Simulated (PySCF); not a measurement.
# C₄H₈GeO₂Si: NMR shifts and electronic excitations in gas and solvents

Aim: compute the NMR shifts and electronic excitations of C₄H₈GeO₂Si (`COC(=O)[SiH2]C#[C][GeH3]`), and see what a dielectric continuum does where one was used.

Programs: PySCF 2.14.0, with density-fitted response routines of our own. Each step states its level of theory. These are calculated values for one molecule, in the gas phase or a continuum, unless marked as measured. Atoms count from 0, in the outputs and in this text.

### Step 1. The molecule as given

16 atoms, charge 0, multiplicity 1; geometry from: GFN2-xTB. The atoms were then displaced at random by about 0.01 Å, so the start is not that level's minimum.

Bonds of the start (Å): C0–O1 1.41, O1–C2 1.34, C2–O3 1.19, C2–Si4 1.93, Si4–C5 1.85, C5–C6 1.23, C6–Ge7 1.89, C0–H8 1.11, C0–H9 1.12, C0–H10 1.07, Si4–H11 1.44, Si4–H12 1.48, Ge7–H13 1.48, Ge7–H14 1.51, Ge7–H15 1.47.

### Step 2. Relaxing the molecule at PBE0-D3(BJ)/def2-SVP

Job settings and geometry (Å):

```
{"job": {"xc": "PBE0", "basis": "def2-SVP", "d3": "d3bj", "grid": 1, "shake": 0.01, "kind": "geom"}, "charge": 0, "multiplicity": 1}
C     -3.137380    -1.139660     0.075970
O     -2.014840    -0.633200    -0.616330
C     -1.667620     0.634880    -0.384090
O     -2.219390     1.372340     0.363080
Si    -0.053940     1.057650    -1.363840
C      1.344340     0.599090    -0.240770
C      2.269550     0.278130     0.496760
Ge     3.708510    -0.205630     1.628600
H     -3.031020    -0.986440     1.168260
H     -4.047290    -0.561950    -0.231840
H     -3.260050    -2.168040    -0.179190
H     -0.020890     0.238480    -2.553620
H     -0.053020     2.513940    -1.622220
H      4.405230     1.023280     2.056370
H      3.149570    -0.923810     2.833790
H      4.609190    -1.101430     0.888380
```

The run is started by

```
$ OMP_NUM_THREADS=1 python probes_run.py task.json out
```

This one command runs all jobs of the session in turn.

Output:

```text
step   0  E = -2672.80916603  max force = 0.035963
step   1  E = -2672.81499784  max force = 0.007833
step   2  E = -2672.81536211  max force = 0.003785
step   3  E = -2672.81522145  max force = 0.006575
step   4  E = -2672.81544694  max force = 0.000346
step   5  E = -2672.81545305  max force = 0.000277
optimisation converged
```

Wall time 74 s (1 thread of AMD EPYC 9R14, shared host); peak memory 0.8 GiB.

Step by step: (the energy doesn't fall at every step)

```tsv
step	energy from step 0 (eV)	largest force component (eV/Å)
0	0.0000	1.8493
1	-0.1587	0.4028
2	-0.1686	0.1946
3	-0.1648	0.3381
4	-0.1709	0.0178
5	-0.1711	0.0142
```

Distances of close pairs at the start and the end, largest changes first:

```tsv
bond	before (Å)	after (Å)	change (Å)
Ge7–H15	1.470	1.535	+0.065
Ge7–H13	1.476	1.535	+0.059
Si4–H11	1.445	1.489	+0.044
C0–H10	1.067	1.096	+0.029
Ge7–H14	1.510	1.535	+0.025
Si4–C5	1.851	1.830	-0.021
C0–H9	1.121	1.100	-0.021
C2–O3	1.186	1.203	+0.017
```

The final coordinates are the input of the step that follows.

```tsv
at the end point	value
point group (found at 0.08 Å tolerance)	C1
rotational constants (GHz, main isotopes)	2.366, 0.338, 0.316
dipole moment (D)	1.80
```

### Step 3. Shielding tensors: PBE0/pcSseg-1 in acetonitrile

Job settings and geometry (Å):

```
{"job": {"kind": "nmr", "xc": "PBE0", "basis": "pcSseg-1", "solvent": "acetonitrile", "pop": true}, "charge": 0, "multiplicity": 1}
C     -3.188278    -1.110210     0.158903
O     -2.062260    -0.675100    -0.592139
C     -1.655946     0.581010    -0.368773
O     -2.200167     1.330234     0.398943
Si    -0.067360     1.019327    -1.371389
C      1.363437     0.596890    -0.312028
C      2.289928     0.298420     0.429694
Ge     3.730111    -0.173947     1.582022
H     -2.971664    -1.079738     1.237062
H     -4.059870    -0.468734    -0.037440
H     -3.391992    -2.138870    -0.159012
H     -0.007041     0.240050    -2.639033
H     -0.093571     2.480997    -1.645979
H      4.442635     1.109591     2.029156
H      3.156283    -0.917883     2.795890
H      4.696508    -1.081105     0.807961
```

Level: GIAO PBE0/pcSseg-1 NMR shielding, non-relativistic, IEF-PCM acetonitrile.

Output:

```text
coarse grid: 64688 points
cycle   1  E = -2672.9517107483  dE =  2.357e-01  |g| = 1.210e+00  |ddm| = 3.983e+00
cycle   2  E = -2672.6665120602  dE =  2.852e-01  |g| = 1.700e+00  |ddm| = 1.704e+00
cycle   3  E = -2673.1116399682  dE = -4.451e-01  |g| = 3.607e-01  |ddm| = 1.193e+00
cycle   4  E = -2673.1324961981  dE = -2.086e-02  |g| = 1.059e-01  |ddm| = 2.524e-01
cycle   5  E = -2673.1340423460  dE = -1.546e-03  |g| = 3.645e-02  |ddm| = 7.318e-02
cycle   6  E = -2673.1342638593  dE = -2.215e-04  |g| = 7.358e-03  |ddm| = 2.406e-02
cycle   7  E = -2673.1342695678  dE = -5.709e-06  |g| = 4.334e-03  |ddm| = 6.956e-03
cycle   8  E = -2673.1342740200  dE = -4.452e-06  |g| = 8.007e-04  |ddm| = 3.101e-03
final grid: 135192 points
cycle   9  E = -2673.1343226397  dE =  4.238e-07  |g| = 1.592e-03  |ddm| = 2.003e-03
cycle  10  E = -2673.1343203843  dE =  2.255e-06  |g| = 3.442e-03  |ddm| = 3.148e-03
cycle  11  E = -2673.1343232277  dE = -2.843e-06  |g| = 1.794e-04  |ddm| = 2.184e-03
cycle  12  E = -2673.1343232336  dE = -5.866e-09  |g| = 2.729e-05  |ddm| = 1.323e-04
cycle  13  E = -2673.1343232337  dE = -1.423e-10  |g| = 9.932e-06  |ddm| = 2.150e-05
converged SCF energy = -2673.1343232337

GIAO shielding tensors (ppm)
atom      isotropic    diamagn.    paramagn.     s11        s22        s33       span
  0 C      132.384     242.985    -110.601     99.205    120.893    177.053     77.848
  1 O      103.530     402.936    -299.407   -111.685    200.347    221.927    333.613
  2 C       -1.104     257.972    -259.076    -95.778     20.405     72.061    167.839
  3 O     -155.441     404.110    -559.551   -501.189   -252.663    287.530    788.719
  4 Si     432.711     882.368    -449.657    402.308    440.073    455.752     53.444
  5 C       74.351     262.525    -188.173    -23.843    -21.477    268.373    292.216
  6 C       63.714     275.822    -212.108    -35.655    -34.863    261.661    297.316
  7 Ge    1610.597    2754.594   -1143.997   1589.693   1590.747   1651.352     61.659
  8 H       27.482      29.734      -2.251     23.718     25.726     33.003      9.285
  9 H       27.392      26.479       0.912     23.737     25.118     33.320      9.583
 10 H       27.385      27.511      -0.126     23.743     25.868     32.544      8.801
 11 H       26.660      28.754      -2.094     23.878     24.975     31.128      7.250
 12 H       26.872      28.151      -1.279     24.000     25.015     31.601      7.600
 13 H       26.907      26.413       0.494     20.388     22.403     37.930     17.542
 14 H       26.911      27.894      -0.983     20.331     22.744     37.656     17.325
 15 H       26.906      26.659       0.248     20.401     22.407     37.912     17.511
```

It took 30 s on 1 thread of AMD EPYC 9R14, shared host; peak memory 1.1 GiB.

Shifts follow as δ = σ(reference) − σ, with reference shieldings (ppm) from runs at the same level and on the same kind of geometry: ¹H TMS 31.24, ¹³C TMS 185.5, ²⁹Si TMS 351.8, ¹⁷O H2O 343.0, ⁷³Ge GeMe4 1329. The references are single molecules in the same continuum, so shifts against H2O, NH3, PH3, H3PO4 or CFCl3 are not on the usual liquid scales and can be off by tens of ppm. Atoms listed in one row are averaged.

```tsv
atoms	environment	σ (ppm)	δ (ppm)
C2	carbonyl carbon	-1.1	186.6
C6	alkyne carbon	63.7	121.8
C5	alkyne carbon	74.4	111.1
C0	methyl carbon bonded to O	132.4	53.1
H11, H12	hydrogen on a silicon bonded to 2 C	26.77	4.47
H13, H14, H15	hydrogen on a germanium bonded to C	26.91	4.33
H8, H9, H10	hydrogen on a methyl carbon bonded to O	27.42	3.82
O3	ester carbonyl oxygen	-155.4	498.4
O1	ester alkoxy oxygen	103.5	239.5
Si4	silicon bonded to 2 C, 2 H	432.7	-80.9
Ge7	germanium bonded to C, 3 H	1611	-281
```

The run also stored atomic charges by several schemes (e):

```tsv
atoms	Mulliken	IAO	Hirshfeld	ESP fit
C0	-0.07	-0.22	-0.03	-0.16
O1	-0.46	-0.33	-0.10	-0.37
C2	0.25	0.28	0.13	0.66
O3	-0.44	-0.47	-0.28	-0.57
Si4	0.70	0.74	0.35	0.25
C5	-0.43	-0.34	-0.17	-0.17
C6	-0.24	-0.27	-0.14	-0.20
Ge7	0.34	0.51	0.34	0.31
```

Mayer bond orders: C0–O1 0.85, O1–C2 1.09, C2–O3 1.85, C2–Si4 0.77, Si4–C5 0.98, C5–C6 2.65, C6–Ge7 0.78.

### Step 4. Nuclear shieldings: PBE0/pcSseg-1 in methanol

Same as in step 3 but for these lines:

```diff
@@ -1,2 +1,2 @@
-{"job": {"kind": "nmr", "xc": "PBE0", "basis": "pcSseg-1", "solvent": "acetonitrile", "pop": true}, "charge": 0, "multiplicity": 1}
+{"job": {"kind": "nmr", "xc": "PBE0", "basis": "pcSseg-1", "solvent": "methanol", "pop": false}, "charge": 0, "multiplicity": 1}
 C     -3.188278    -1.110210     0.158903
```

Method: GIAO PBE0/pcSseg-1 NMR shielding, non-relativistic, IEF-PCM methanol.

Output:

```text
coarse grid: 64688 points
cycle   1  E = -2672.9516407025  dE =  2.358e-01  |g| = 1.210e+00  |ddm| = 3.983e+00
cycle   2  E = -2672.6661371189  dE =  2.855e-01  |g| = 1.701e+00  |ddm| = 1.705e+00
cycle   3  E = -2673.1115567213  dE = -4.454e-01  |g| = 3.611e-01  |ddm| = 1.193e+00
cycle   4  E = -2673.1324575303  dE = -2.090e-02  |g| = 1.059e-01  |ddm| = 2.526e-01
cycle   5  E = -2673.1340056867  dE = -1.548e-03  |g| = 3.649e-02  |ddm| = 7.323e-02
cycle   6  E = -2673.1342276025  dE = -2.219e-04  |g| = 7.372e-03  |ddm| = 2.409e-02
cycle   7  E = -2673.1342333334  dE = -5.731e-06  |g| = 4.348e-03  |ddm| = 6.974e-03
cycle   8  E = -2673.1342378160  dE = -4.483e-06  |g| = 8.001e-04  |ddm| = 3.109e-03
final grid: 135192 points
cycle   9  E = -2673.1342864394  dE =  4.223e-07  |g| = 1.590e-03  |ddm| = 2.002e-03
cycle  10  E = -2673.1342841897  dE =  2.250e-06  |g| = 3.439e-03  |ddm| = 3.144e-03
cycle  11  E = -2673.1342870256  dE = -2.836e-06  |g| = 1.798e-04  |ddm| = 2.182e-03
cycle  12  E = -2673.1342870315  dE = -5.888e-09  |g| = 2.738e-05  |ddm| = 1.327e-04
cycle  13  E = -2673.1342870317  dE = -1.482e-10  |g| = 9.980e-06  |ddm| = 2.159e-05
converged SCF energy = -2673.1342870317

GIAO shielding tensors (ppm)
atom      isotropic    diamagn.    paramagn.     s11        s22        s33       span
  0 C      132.386     242.984    -110.597     99.214    120.896    177.049     77.835
  1 O      103.562     402.935    -299.373   -111.625    200.398    221.914    333.539
  2 C       -1.090     257.970    -259.061    -95.784     20.455     72.057    167.841
  3 O     -155.562     404.105    -559.667   -501.382   -252.804    287.501    788.883
  4 Si     432.716     882.367    -449.651    402.325    440.073    455.751     53.427
  5 C       74.350     262.524    -188.174    -23.843    -21.477    268.370    292.214
  6 C       63.726     275.824    -212.098    -35.636    -34.845    261.659    297.295
  7 Ge    1610.590    2754.594   -1144.004   1589.679   1590.735   1651.355     61.676
  8 H       27.483      29.734      -2.252     23.718     25.727     33.003      9.285
  9 H       27.392      26.480       0.912     23.737     25.118     33.320      9.583
 10 H       27.387      27.513      -0.127     23.745     25.870     32.545      8.800
 11 H       26.661      28.755      -2.094     23.879     24.976     31.128      7.249
 12 H       26.872      28.151      -1.279     24.001     25.015     31.601      7.600
 13 H       26.907      26.413       0.494     20.388     22.403     37.930     17.542
 14 H       26.911      27.895      -0.984     20.332     22.745     37.656     17.324
 15 H       26.907      26.660       0.247     20.401     22.407     37.912     17.511
```

It took 27 s on 1 thread of AMD EPYC 9R14, shared host; peak memory 1.1 GiB.

This run: δ C2 186.6, C6 121.7, C5 111.1, C0 53.1, H11 4.47, H13 4.33 ppm (means over like atoms).

### Step 5. Excited states and response: CAM-B3LYP/def2-SVPD

Same as in step 4 but for these lines:

```diff
@@ -1,2 +1,2 @@
-{"job": {"kind": "nmr", "xc": "PBE0", "basis": "pcSseg-1", "solvent": "methanol", "pop": false}, "charge": 0, "multiplicity": 1}
+{"job": {"kind": "uv", "xc": "CAM-B3LYP", "basis": "def2-SVPD", "dynamic": true, "nstates": 6, "ntriplets": 0}, "charge": 0, "multiplicity": 1}
 C     -3.188278    -1.110210     0.158903
```

Level: TDDFT CAM-B3LYP/def2-SVPD, vertical, gas phase, core orbitals frozen in the response.

Output:

```text
coarse grid: 64688 points
cycle   1  E = -2673.3620881030  dE =  3.289e-01  |g| = 9.805e-01  |ddm| = 6.808e+00
cycle   2  E = -2673.1730336395  dE =  1.891e-01  |g| = 1.448e+00  |ddm| = 2.937e+00
cycle   3  E = -2673.5390840862  dE = -3.661e-01  |g| = 2.181e-01  |ddm| = 1.639e+00
cycle   4  E = -2673.5467386787  dE = -7.655e-03  |g| = 7.910e-02  |ddm| = 3.001e-01
cycle   5  E = -2673.5478153188  dE = -1.077e-03  |g| = 2.052e-02  |ddm| = 9.756e-02
cycle   6  E = -2673.5478913846  dE = -7.607e-05  |g| = 6.195e-03  |ddm| = 3.884e-02
cycle   7  E = -2673.5478985309  dE = -7.146e-06  |g| = 2.527e-03  |ddm| = 1.841e-02
final grid: 135192 points
cycle   8  E = -2673.5479068558  dE =  2.597e-06  |g| = 4.245e-03  |ddm| = 9.844e-03
cycle   9  E = -2673.5478975128  dE =  9.343e-06  |g| = 7.538e-03  |ddm| = 1.816e-02
cycle  10  E = -2673.5479112413  dE = -1.373e-05  |g| = 1.666e-04  |ddm| = 1.141e-02
cycle  11  E = -2673.5479112478  dE = -6.513e-09  |g| = 6.626e-05  |ddm| = 3.101e-04
cycle  12  E = -2673.5479112493  dE = -1.429e-09  |g| = 5.126e-05  |ddm| = 1.441e-04
cycle  13  E = -2673.5479112499  dE = -6.166e-10  |g| = 4.334e-06  |ddm| = 1.040e-04
converged SCF energy = -2673.5479112499

Static polarisability (au): isotropic 114.079, principal 94.108 103.568 144.561

Singlet excitations
state   eV       nm        f      main configurations
  1   5.0645    244.8   0.01531   H->L 0.55, H->L+3 0.12, H-2->L 0.09
  2   5.5291    224.2   0.00004   H-1->L 0.52, H->L+1 0.13, H-2->L+1 0.10
  3   5.8004    213.8   0.00015   H->L+1 0.40, H-2->L+1 0.27, H-1->L 0.19
  4   5.8148    213.2   0.00248   H-1->L+1 0.41, H-2->L 0.24, H->L 0.10
  5   7.1825    172.6   0.14757   H->L+2 0.31, H->L+3 0.26, H-2->L 0.21
  6   7.2300    171.5   0.01815   H-1->L+2 0.48, H-1->L 0.17
```

Run time: 61 s. Hardware: 1 thread of AMD EPYC 9R14, shared host; peak memory 1.3 GiB.

Frontier orbitals and where they lie:

```tsv
orbital	eV	atoms
HOMO−3	-10.49	O1 45 %, O3 26 %, C0 11 %
HOMO−2	-9.91	C5 27 %, C6 24 %, O3 23 %
HOMO−1	-9.49	C5 37 %, C6 36 %, Ge7 7 %
HOMO	-9.09	O3 35 %, C6 14 %, C5 14 %
LUMO	0.12	C2 17 %, C6 16 %, C5 16 %
LUMO+1	0.53	C6 26 %, C5 26 %, Ge7 16 %
LUMO+2	0.69	Ge7 30 %, Si4 13 %, C6 12 %
```

With each of the 6 states as a Gaussian band of 0.4 eV half-width at 1/e, the curve within the window shown has maxima at 245 nm (ε 620), 173 nm (ε 6,700) L/(mol cm). Beyond the last state computed it falls off for lack of states. The curve at chosen wavelengths:

```csv
nm,ε (L/mol/cm)
165,3228
170,6122
174,6606
179,4571
183,2475
188,821
192,275
197,76
201,58
206,84
210,108
215,133
219,158
224,217
228,297
233,426
237,527
242,610
246,622
251,569
255,488
260,367
264,273
269,175
273,116
278,66
```

Further results of this job:

```tsv
property	computed
dipole moment (D)	1.95
polarisability (Å³)	16.90
HOMO–LUMO gap (eV)	9.21
−ε(HOMO) (eV)	9.09
C6 with itself (au)	4574
```

### Step 6. TDDFT and polarisability: CAM-B3LYP/def2-SVPD in acetonitrile

Same as in step 5 but for these lines:

```diff
@@ -1,2 +1,2 @@
-{"job": {"kind": "uv", "xc": "CAM-B3LYP", "basis": "def2-SVPD", "dynamic": true, "nstates": 6, "ntriplets": 0}, "charge": 0, "multiplicity": 1}
+{"job": {"kind": "uv", "xc": "CAM-B3LYP", "basis": "def2-SVPD", "solvent": "acetonitrile", "nstates": 6, "ntriplets": 0}, "charge": 0, "multiplicity": 1}
 C     -3.188278    -1.110210     0.158903
```

With the program's defaults for keys left out, this is: TDDFT CAM-B3LYP/def2-SVPD, vertical, IEF-PCM acetonitrile (non-equilibrium linear response), core orbitals frozen in the response.

Output:

```text
coarse grid: 64688 points
cycle   1  E = -2673.3798612502  dE =  3.117e-01  |g| = 9.631e-01  |ddm| = 6.812e+00
cycle   2  E = -2673.2421242643  dE =  1.377e-01  |g| = 1.338e+00  |ddm| = 2.927e+00
cycle   3  E = -2673.5510181618  dE = -3.089e-01  |g| = 1.668e-01  |ddm| = 1.622e+00
cycle   4  E = -2673.5552634288  dE = -4.245e-03  |g| = 7.012e-02  |ddm| = 2.558e-01
cycle   5  E = -2673.5560906569  dE = -8.272e-04  |g| = 1.718e-02  |ddm| = 8.619e-02
cycle   6  E = -2673.5561456067  dE = -5.495e-05  |g| = 5.185e-03  |ddm| = 3.397e-02
cycle   7  E = -2673.5561506163  dE = -5.010e-06  |g| = 1.136e-03  |ddm| = 1.431e-02
final grid: 135192 points
cycle   8  E = -2673.5561611924  dE =  2.233e-08  |g| = 1.421e-03  |ddm| = 5.986e-03
cycle   9  E = -2673.5561605594  dE =  6.330e-07  |g| = 2.218e-03  |ddm| = 5.863e-03
cycle  10  E = -2673.5561616561  dE = -1.097e-06  |g| = 1.441e-04  |ddm| = 3.319e-03
cycle  11  E = -2673.5561616604  dE = -4.316e-09  |g| = 3.883e-05  |ddm| = 2.654e-04
cycle  12  E = -2673.5561616611  dE = -7.017e-10  |g| = 2.395e-05  |ddm| = 1.243e-04
converged SCF energy = -2673.5561616611

Static polarisability (au): isotropic 148.538, principal 131.561 136.476 177.579

Singlet excitations
state   eV       nm        f      main configurations
  1   5.1597    240.3   0.02065   H->L 0.56, H-2->L 0.14, H->L+2 0.11
  2   5.5775    222.3   0.00005   H-1->L 0.51, H-1->L+2 0.17, H->L+1 0.13
  3   5.8490    212.0   0.00014   H->L+1 0.48, H-2->L+1 0.22, H-1->L 0.16
  4   5.8626    211.5   0.00236   H-1->L+1 0.41, H-2->L 0.21, H->L+2 0.15
  5   7.2178    171.8   0.06587   H-1->L+2 0.52, H-1->L 0.21
  6   7.2833    170.2   0.04206   H->L+2 0.50, H-2->L 0.29
```

Run time: 48 s. Hardware: 1 thread of AMD EPYC 9R14, shared host; peak memory 1.4 GiB.

Key values: HOMO -9.25 eV, LUMO 0.04 eV; lowest singlet 5.16 eV.

### Step 7. TDDFT and polarisability: CAM-B3LYP/def2-SVPD in methanol

Same as in step 6 but for these lines:

```diff
@@ -1,2 +1,2 @@
-{"job": {"kind": "uv", "xc": "CAM-B3LYP", "basis": "def2-SVPD", "solvent": "acetonitrile", "nstates": 6, "ntriplets": 0}, "charge": 0, "multiplicity": 1}
+{"job": {"kind": "uv", "xc": "CAM-B3LYP", "basis": "def2-SVPD", "solvent": "methanol", "nstates": 6, "ntriplets": 0}, "charge": 0, "multiplicity": 1}
 C     -3.188278    -1.110210     0.158903
```

With the program's defaults for keys left out, this is: TDDFT CAM-B3LYP/def2-SVPD, vertical, IEF-PCM methanol (non-equilibrium linear response), core orbitals frozen in the response.

Output:

```text
coarse grid: 64688 points
cycle   1  E = -2673.3797914594  dE =  3.117e-01  |g| = 9.632e-01  |ddm| = 6.812e+00
cycle   2  E = -2673.2418919604  dE =  1.379e-01  |g| = 1.338e+00  |ddm| = 2.927e+00
cycle   3  E = -2673.5509713366  dE = -3.091e-01  |g| = 1.670e-01  |ddm| = 1.622e+00
cycle   4  E = -2673.5552262113  dE = -4.255e-03  |g| = 7.015e-02  |ddm| = 2.559e-01
cycle   5  E = -2673.5560543172  dE = -8.281e-04  |g| = 1.719e-02  |ddm| = 8.623e-02
cycle   6  E = -2673.5561093290  dE = -5.501e-05  |g| = 5.187e-03  |ddm| = 3.398e-02
cycle   7  E = -2673.5561143440  dE = -5.015e-06  |g| = 1.139e-03  |ddm| = 1.432e-02
final grid: 135192 points
cycle   8  E = -2673.5561249192  dE =  2.474e-08  |g| = 1.428e-03  |ddm| = 5.990e-03
cycle   9  E = -2673.5561242783  dE =  6.409e-07  |g| = 2.230e-03  |ddm| = 5.890e-03
cycle  10  E = -2673.5561253873  dE = -1.109e-06  |g| = 1.442e-04  |ddm| = 3.336e-03
cycle  11  E = -2673.5561253916  dE = -4.311e-09  |g| = 3.883e-05  |ddm| = 2.656e-04
cycle  12  E = -2673.5561253923  dE = -7.053e-10  |g| = 2.400e-05  |ddm| = 1.244e-04
converged SCF energy = -2673.5561253923

Static polarisability (au): isotropic 148.349, principal 131.326 136.288 177.432

Singlet excitations
state   eV       nm        f      main configurations
  1   5.1595    240.3   0.02047   H->L 0.56, H-2->L 0.14, H->L+2 0.11
  2   5.5773    222.3   0.00005   H-1->L 0.51, H-1->L+2 0.17, H->L+1 0.13
  3   5.8491    212.0   0.00014   H->L+1 0.48, H-2->L+1 0.22, H-1->L 0.16
  4   5.8626    211.5   0.00236   H-1->L+1 0.41, H-2->L 0.21, H->L+2 0.15
  5   7.2182    171.8   0.06296   H-1->L+2 0.52, H-1->L 0.21
  6   7.2832    170.2   0.04158   H->L+2 0.50, H-2->L 0.29
```

It took 48 s on 1 thread of AMD EPYC 9R14, shared host; peak memory 1.4 GiB.

This run: HOMO -9.25 eV, LUMO 0.04 eV; lowest singlet 5.16 eV.

### Step 8. Run by run: NMR shifts

Shifts (ppm) of some atoms, chosen among heavy atoms and hydrogens apart, means over like atoms, with basis size and wall time:

```tsv
run	C2	C6	H11	H8	O3	O1	Ge7	functions	time
PBE0/pcSseg-1 in acetonitrile	186.6	121.8	4.47	3.82	498.4	239.5	-281	207	30 s
PBE0/pcSseg-1 in methanol	186.6	121.7	4.47	3.82	498.5	239.4	-281	207	27 s
```

The continuum's effect on the ground state:

```tsv
solvent	ε	polarisation energy (Eh)	μ (D)
methanol	32.61	-0.0094	2.38
acetonitrile	35.69	-0.0095	2.39
```

### Step 9. Run by run: electronic excitations

Excitations and ground-state properties, with basis size and wall time:

```tsv
run	lowest singlet (eV)	brightest (eV)	f	gap (eV)	α (Å³)	μ (D)	functions	time
CAM-B3LYP/def2-SVPD	5.06	7.18	0.148	9.21	16.90	1.95	252	61 s
CAM-B3LYP/def2-SVPD in acetonitrile	5.16	7.22	0.066	9.29	22.01	2.55	252	48 s
CAM-B3LYP/def2-SVPD in methanol	5.16	7.22	0.063	9.29	21.98	2.55	252	48 s
```

The continuum's effect on the ground state:

```tsv
solvent	ε	polarisation energy (Eh)	μ (D)
methanol	32.61	-0.0095	2.55
acetonitrile	35.69	-0.0095	2.55
```

### Step 10. What came out

| quantity | value |
| --- | --- |
| point group | C1 |
| rotational constants (main isotopes) | 2.37, 0.34, 0.32 GHz |
| ¹³C shifts against TMS (PBE0/pcSseg-1, acetonitrile) | 186.6, 121.8, 111.1, 53.1 ppm |
| ¹H shifts against TMS (PBE0/pcSseg-1, acetonitrile, means over atoms taken as alike) | 4.47, 4.33, 3.82 ppm |
| ¹⁷O shifts against H2O (PBE0/pcSseg-1, acetonitrile) | 498.4, 239.5 ppm |
| ²⁹Si shifts against TMS (PBE0/pcSseg-1, acetonitrile) | -80.9 ppm |
| ⁷³Ge shifts against GeMe4 (PBE0/pcSseg-1, acetonitrile) | -281 ppm |
| lowest singlet (CAM-B3LYP/def2-SVPD) | 5.06 eV (245 nm), f = 0.015 |
| brightest single state of those computed | state 5, 7.18 eV, f = 0.148 |
| range of the shift of O3 | 498.4 to 498.5 ppm |
| range of the lowest singlet | 5.06 to 5.16 eV |

**Reading.** Relaxing lowered the energy by 0.171 eV in 5 steps; the close pair that moved most is Ge7–H15, from 1.470 to 1.535 Å. At PBE0/pcSseg-1: The largest span, 789 ppm, is at O3, where the paramagnetic term is -560 ppm. The first singlet state (HOMO→LUMO 0.55, HOMO→LUMO+3 0.12) lies at 5.06 eV and is weak; of the 6 states computed, the strongest absorption comes from state 5 at 7.18 eV. Across the 2 runs the shift of O3 moves most, between 498.4 (PBE0/pcSseg-1 in acetonitrile) and 498.5 ppm (PBE0/pcSseg-1 in methanol). The continuum holds electrostatics alone: no hydrogen bonds to the solvent, and the gas-phase geometry is kept. The lowest singlet runs from 5.06 eV (CAM-B3LYP/def2-SVPD) to 5.16 eV (CAM-B3LYP/def2-SVPD in acetonitrile), while the orbital gap spans 9.21 to 9.29 eV. The lowest state need not be the same one in every run. Spin-orbit coupling is left out, which matters for shieldings and couplings at and beside the heavy atoms.
